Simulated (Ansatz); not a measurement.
ZrTiN2, space group P4/mmm: an equation of state with a fit, run with the Python package of Ansatz (0.2.0).

`eos_zrtin2.py`:
```python
import warnings

import ansatz as az
import numpy as np

VECTORS = np.array([
    [3.158743, 0.0, 0.0],
    [0.0, 3.158743, 0.0],
    [0.0, 0.0, 4.459663],
])
SITES = [
    ("Zr", [0.0, 0.0, 0.0]),
    ("Ti", [0.5, 0.5, 0.5]),
    ("N", [0.0, 0.0, 0.5]),
    ("N", [0.5, 0.5, 0.0]),
]


def make_crystal(cell):
    crystal = az.Crystal(lattice=az.Lattice.of(cell))
    for symbol, position in SITES:
        crystal = crystal.atom(symbol, position)
    return crystal

warnings.simplefilter("ignore", az.DeckWarning)

volumes, energies = [], []
for scale in np.linspace(0.88, 1.12, 7):
    cell = VECTORS * scale ** (1 / 3)
    model = (
        make_crystal(cell).calculation()
        .functional("r2SCAN")
        .occupations(az.OccupationsMethod.FERMI_DIRAC, width=0.1)
        .basis(600)
        .kpoints(7, 7, 5)
    )
    report = model.run(threads=1, pin="off").report
    volumes.append(abs(np.linalg.det(cell)) / len(SITES))
    energies.append(report["free_energy_ev"] / len(SITES))
    print(f"V = {volumes[-1]:8.4f} A^3/atom  F = {energies[-1]:.5f} eV/atom")

x = np.array(volumes) ** (-2 / 3)
poly = np.polynomial.Polynomial.fit(x, energies, 3).convert()
roots = poly.deriv().roots()
x0 = min((r.real for r in roots if abs(r.imag) < 1e-9 and poly.deriv(2)(r.real) > 0), key=lambda r: abs(r - x.mean()))
v0 = x0 ** -1.5
b0 = 4 / 9 * poly.deriv(2)(x0) * v0 ** (-7 / 3) * 160.21766
b1 = 4 + 2 / 3 * x0 * poly.deriv(3)(x0) / poly.deriv(2)(x0)
print(f"V0 = {v0:.4f} A^3/atom, B0 = {b0:.1f} GPa, dB/dP = {b1:.2f}")
```

Where does the minimum lie against the volume typed, and how stiff is the crystal?

A third-order Birch-Murnaghan fit through the 7 points has its minimum at 10.93 Å³ an atom, 1.8 % below the typed cell, with a bulk modulus of 269 GPa and dB/dP = 4.2. From that minimum the energy rises by 120.2 meV an atom on the compressed side and 144.0 meV on the expanded side.

The output:

```console
$ python eos_zrtin2.py
V =   9.7893 A^3/atom  F = -1869.01029 eV/atom
V =  10.2343 A^3/atom  F = -1869.08932 eV/atom
V =  10.6793 A^3/atom  F = -1869.12568 eV/atom
V =  11.1242 A^3/atom  F = -1869.12760 eV/atom
V =  11.5692 A^3/atom  F = -1869.10165 eV/atom
V =  12.0142 A^3/atom  F = -1869.05320 eV/atom
V =  12.4592 A^3/atom  F = -1868.98658 eV/atom
V0 = 10.9254 A^3/atom, B0 = 269.5 GPa, dB/dP = 4.23
```

Reading the output:
- Absolute energies stand on the zero of these potentials, so only differences at equal settings mean something.
- No spin polarisation was allowed.
- Shape and fractional positions are held along the curve, so the bulk modulus is an upper value where they are free to relax, by a factor of two or more in layered or hydrogen-bonded cells.
- The mesh is modest for a metal, so energies can be off by several to tens of meV an atom and pressures by half a GPa or more; differences at equal mesh fare better.
- The structure comes from a database of computed cells and needn't be a stable or known phase.
- Wall time of the script: 32 s on 1 thread of Intel(R) Xeon(R) Processor @ 2.30GHz, on a shared host, peak memory 0.66 GiB.
